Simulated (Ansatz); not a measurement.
# Nb2Te: the cost of one run

Computed with Ansatz 0.2.0 (DFT PBE, scalar-relativistic, plane waves, PAW, unless a step's input says otherwise).

## Step 1: The structure to begin with

The structure is trigonal, space group R-3m (No. 166). The conventional cell has a = 3.711 Å, b = 3.711 Å, c = 16.813 Å, α = 90.00°, β = 90.00°, γ = 120.00°. Nb (site symmetry 3m) has 3 Te at 2.56 Å as nearest neighbours. Te (site symmetry -3m) is surrounded by 6 Nb at 2.56 Å.

Structure file:

```
CELL_PARAMETERS angstrom
1.85562 1.07134 5.60444
-1.85562 1.07134 5.60444
0.00000 -2.14268 5.60444
ATOMIC_POSITIONS crystal
Nb 0.75000 0.75000 0.75000
Nb 0.25000 0.25000 0.25000
Te 0.00000 0.00000 0.00000
```

(A quick probe on a coarse mesh, which set the mesh and smearing, is not shown.)

## Step 3: A loose first relaxation

File input.yaml:

```yaml
crystal:
  lattice:
    - [1.8556168461, 1.0713408856, 5.6044375658]
    - [-1.8556168461, 1.0713408856, 5.6044375658]
    - [0.0, -2.1426817712, 5.6044375658]
  atoms:
    - { symbol: Nb, position: [0.75, 0.75, 0.75] }
    - { symbol: Nb, position: [0.25, 0.25, 0.25] }
    - { symbol: Te, position: [0.0, 0.0, 0.0] }
basis:
  ecutwfc: 420
kpoints:
  mp_grid: { grid: [6, 6, 6] }
hamiltonian:
  xc: pbe
scf:
  occupations: { method: gaussian, width: 0.1 }
  lower_state_search: "off"
output:
  forces: true
  stress: true
  eigenvalues: true
relax:
  adjacent_minimum: "off"
  f_tol: 0.04
  max_steps: 70
  cell: { stress_tol: 0.4 }
```

Launch:

```sh
$ ansatz run input.yaml --threads 1 --pin off --max-ram 2560MiB --backend cpu --events-out ev --progress --plain --runs-dir out
```

Q: Estimate wall time and peak memory on 1 thread of Arm Neoverse V2, shared host.

About 26 s, with a peak of 0.36 GiB.
